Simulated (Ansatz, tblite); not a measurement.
# [WS4]2-: one state, many levels

Aim: run the singlet of [WS4]2- at one geometry on many levels, and compare frontier levels, spin and run time.

The runs use Ansatz 0.2.0, Gaussian basis; as each input shows.

Plan: GFN1-xTB, GFN2-xTB, PBE-D4/def2-TZVPD, r2SCAN-D4/def2-TZVPD, BLYP-D4/def2-TZVPD, revPBE-D4/def2-TZVPD, B97M-V/def2-TZVPD, r2SCAN0-D4/def2-TZVPD, B3LYP-D4/def2-TZVPD, HSE06-D4/def2-TZVPD, PBE-QIDH/def2-TZVPD, B2PLYP/def2-TZVPD, LC-ωPBE/def2-TZVPD, CAM-B3LYP-D4/def2-TZVPD, ωB97X-V/def2-TZVPD, LDA/def2-TZVPD, r2SCANh-D4/def2-TZVPD, HF/def2-TZVPD, ωB97M-V/def2-TZVPD, BHLYP-D4/def2-TZVPD, PBE-D4/def2-SVPD, PBE0-D4/def2-SVPD, PBE0-D4/def2-QZVPPD, CCSD(T)/def2-SVPD, MP2/def2-TZVPD, RPA/def2-TZVPD.

## 1. The geometry

The singlet was relaxed beforehand with PBE0-D4/def2-SVPD.

5 atoms, charge -2, spin multiplicity 1.

Bond lengths: W1–S2 2.218 Å, W1–S3 2.219 Å, W1–S4 2.219 Å, W1–S5 2.219 Å. Angles: S2–W1–S3 109.5°, S2–W1–S4 109.5°, S2–W1–S5 109.5°, S3–W1–S4 109.5°, S3–W1–S5 109.5°, S4–W1–S5 109.5°.

Formally the metal is d0. W takes a core potential in the def2 sets. No spin-orbit coupling is included. The ion is computed in the gas phase, without counter-ions or solvent.

PBE0-D4/def2-TZVPD was run before; its log isn't repeated, and its numbers join the tables.

## 2. GFN1-xTB

Tight binding, by tblite at 300 K electronic temperature and without a spin-polarisation term:

```python
tblite.interface.Calculator('GFN1-xTB', numbers, positions, charge=-2, uhf=0).singlepoint()
```

Energy -476.0223 eV, HOMO -0.32 eV, LUMO 2.75 eV; 0.018 s.

## 3. GFN2-xTB

Tight binding, by tblite at 300 K electronic temperature and without a spin-polarisation term:

```python
tblite.interface.Calculator('GFN2-xTB', numbers, positions, charge=-2, uhf=0).singlepoint()
```

Energy -435.5302 eV, HOMO -2.11 eV, LUMO 0.03 eV; 0.026 s.

## 4. PBE-D4/def2-TZVPD

start.molden holds the orbitals of an earlier run on this state, given as this run's starting guess.

Contents of in.yaml:

```yaml
crystal:
  periodic: [false, false, false]
  atoms:
    - {symbol: W, position_ang: [0.000053, -0.000011, -0.000024]}
    - {symbol: S, position_ang: [0.010446, -0.017539, 2.218381]}
    - {symbol: S, position_ang: [2.088190, 0.010292, -0.749602]}
    - {symbol: S, position_ang: [-1.053435, 1.815219, -0.719701]}
    - {symbol: S, position_ang: [-1.045255, -1.807962, -0.749043]}
basis:
  gaussian: {orbitals: def2-TZVPD, initial_orbitals: start.molden}
total_charge: -2
hamiltonian: {xc: pbe, dispersion: d4}
scf: {omitted_lower_state_checks: [starts]}
output: {orbitals: {seedname: orbitals}}
```

Started as:

```sh
> ansatz run in.yaml --threads 2 --pin off --events-out ev --progress --plain --max-ram 4352MiB
```

Further steps of the session: r2SCAN-D4/def2-TZVPD; BLYP-D4/def2-TZVPD; revPBE-D4/def2-TZVPD; B97M-V/def2-TZVPD; r2SCAN0-D4/def2-TZVPD; B3LYP-D4/def2-TZVPD; HSE06-D4/def2-TZVPD; PBE-QIDH/def2-TZVPD; B2PLYP/def2-TZVPD; LC-ωPBE/def2-TZVPD; CAM-B3LYP-D4/def2-TZVPD; ωB97X-V/def2-TZVPD; LDA/def2-TZVPD; r2SCANh-D4/def2-TZVPD; HF/def2-TZVPD; ωB97M-V/def2-TZVPD; BHLYP-D4/def2-TZVPD; PBE-D4/def2-SVPD; PBE0-D4/def2-SVPD; PBE0-D4/def2-QZVPPD; CCSD(T)/def2-SVPD; MP2/def2-TZVPD; RPA/def2-TZVPD.

Q: Predict the results of all the runs planned. Wanted: gap in def2-TZVPD, named functionals and Hartree-Fock, smallest and largest; correlation energy, CCSD(T)/def2-SVPD; correlation energy, MP2/def2-TZVPD; PBE0 total energy, smallest basis above largest.

As calculated:

| quantity | value |
| --- | --- |
| gap in def2-TZVPD, named functionals and Hartree-Fock, smallest and largest | 2.47 eV (BLYP-D4), 7.02 eV (LC-ωPBE) |
| correlation energy, CCSD(T)/def2-SVPD | -27.53 eV |
| correlation energy, MP2/def2-TZVPD | -32.12 eV |
| PBE0 total energy, smallest basis above largest | 16.15 eV (def2-SVPD, def2-QZVPPD) |

In words: Orbital gaps of the named functionals and Hartree-Fock in def2-TZVPD span 2.47 eV (BLYP-D4) to 7.02 eV (LC-ωPBE); exact exchange widens it. LDA, PBE-D4, revPBE-D4, BLYP-D4, r2SCAN-D4 put the HOMO above zero: the outermost electron is held by the basis alone.
